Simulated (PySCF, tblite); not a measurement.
# C6H9O radical: geometry, infrared bands and EPR parameters

What infrared bands and EPR parameters should C6H9O radical (`C=[C]C(=O)C(C)C`) show?

The runs use tblite 0.8.0 and PySCF 2.14.0, with density-fitted response routines of our own; the level of theory stands in each step. All values are computed, except where a source is named. Atoms count from 0, in the outputs and in this text.

### 1 The molecule as given

16 atoms, charge 0, multiplicity 2; geometry from: force field or distance geometry start.

Bonds of the start (Å): C0–C1 1.31, C1–C2 1.44, C2–O3 1.23, C2–C4 1.53, C4–C5 1.52, C4–C6 1.53, C0–H7 1.08, C0–H8 1.08, C4–H9 1.09, C5–H10 1.09, C5–H11 1.10, C5–H12 1.10, C6–H13 1.10, C6–H14 1.10, C6–H15 1.09.

### 2 Relaxing the molecule with GFN2-xTB

Job settings and geometry (Å):

```
{"job": {"kind": "relax", "xc": "GFN2-xTB", "basis": "xTB"}, "charge": 0, "multiplicity": 2}
C      2.871000    -0.573400    -1.036000
C      1.827500     0.029500    -0.520800
C      0.701800     0.703200     0.075300
O      0.753800     1.923300     0.243500
C     -0.516400    -0.157200     0.402400
C     -1.336900     0.463900     1.523000
C     -1.367300    -0.332600    -0.860200
H      2.844900    -1.625600    -1.255600
H      3.768100    -0.012700    -1.257600
H     -0.161500    -1.136400     0.739400
H     -1.744300     1.437600     1.236400
H     -0.714800     0.613100     2.417100
H     -2.173300    -0.184200     1.813000
H     -0.791300    -0.816800    -1.659900
H     -2.245300    -0.952400    -0.644700
H     -1.723700     0.629600    -1.226800
```

Started as:

```sh
$ OMP_NUM_THREADS=1 python probes_run.py task.json out
```

One launch serves the whole session: the jobs run in the order shown.

**Question.** This job is followed by: GFN2-xTB harmonic vibrations, gas phase; UKS B3LYP, pcH-1 on C H O, non-relativistic, mean-field spin-orbit, GIAO. Predict these results of the whole session: strongest single infrared mode (GFN2-xTB); zero-point energy (GFN2-xTB); g(iso) (B3LYP); ⟨S²⟩; largest a(iso) (averaged by class); surface potential, 1st and 99th percentile.

The runs gave:

| quantity | value |
| --- | --- |
| strongest single infrared mode (GFN2-xTB) | 1574 cm⁻¹, 228 km/mol |
| zero-point energy (GFN2-xTB) | 81.0 kcal/mol |
| g(iso) (B3LYP) | 2.00469 |
| ⟨S²⟩ | 0.766 (exact 0.75) |
| largest a(iso) (averaged by class) | 1H on H8, 156.8 MHz |
| surface potential, 1st and 99th percentile | -1.74 V and 1.25 V |

**Reading.** The optimisation took 75 steps and gained 0.747 eV; among the close pairs (by a distance rule), C1–C2 changed most, from 1.441 to 1.390 Å. All 42 modes are real, so the xTB geometry is a minimum. The strongest single mode, at 1574 cm⁻¹, moves mainly C2 and O3. Unscaled tight-binding wavenumbers are off by several per cent, some by more. Its intensities can rank the bands wrongly. C1 carries the largest spin population, 0.78 e. The isotropic g lies 2.4 ppt above the free-electron value.
